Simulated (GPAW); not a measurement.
The system is Cd2S.

```
Cd S
1.0
     3.96267    0.00000    0.00000
    -1.98134    3.43177    0.00000
     0.00000    0.00000    5.80919
Cd S
2 1
Direct
  0.33333 0.66667 0.93272
  0.66667 0.33333 0.57873
  0.33333 0.66667 0.36571
```

The cell comes from a database or a generator and needn't be the stable form of this composition.

Base run:

```yaml
Program: GPAW 26.7.0
Functional: LDA
Potentials_or_basis: the program's PAW data sets (release 1.2.1) made for this functional
Cutoff: 600 eV
Basis: pw
k_mesh: 6 × 6 × 4
Occupations: fermi-dirac, width 0.05 eV
Spin: no spin polarisation
```

Its results: pressure -5.2 GPa; largest force 0.148 eV/Å.

**Question.** After a change of settings the same cell gave: pressure -2.0 GPa; largest force 0.019 eV/Å. Which change was it?
A. cutoff from 600 eV to 450 eV
B. functional from LDA to r2SCAN; potentials or basis from the program's PAW data sets (release 1.2.1) made for this functional to GPAW PAW data sets (gpaw-data 1.2.1)
C. functional from LDA to PBEsol; potentials or basis from the program's PAW data sets (release 1.2.1) made for this functional to PAW data sets generated in the run's folder for this functional
D. functional from LDA to PBE; potentials or basis from the program's PAW data sets (release 1.2.1) made for this functional to GPAW PAW data sets (gpaw-data 1.2.1)

**Answer.** B.

Caveats: the PAW data sets were made with another functional, which shifts forces and pressure a little (some runs).

Not every run made on this cell is shown here.
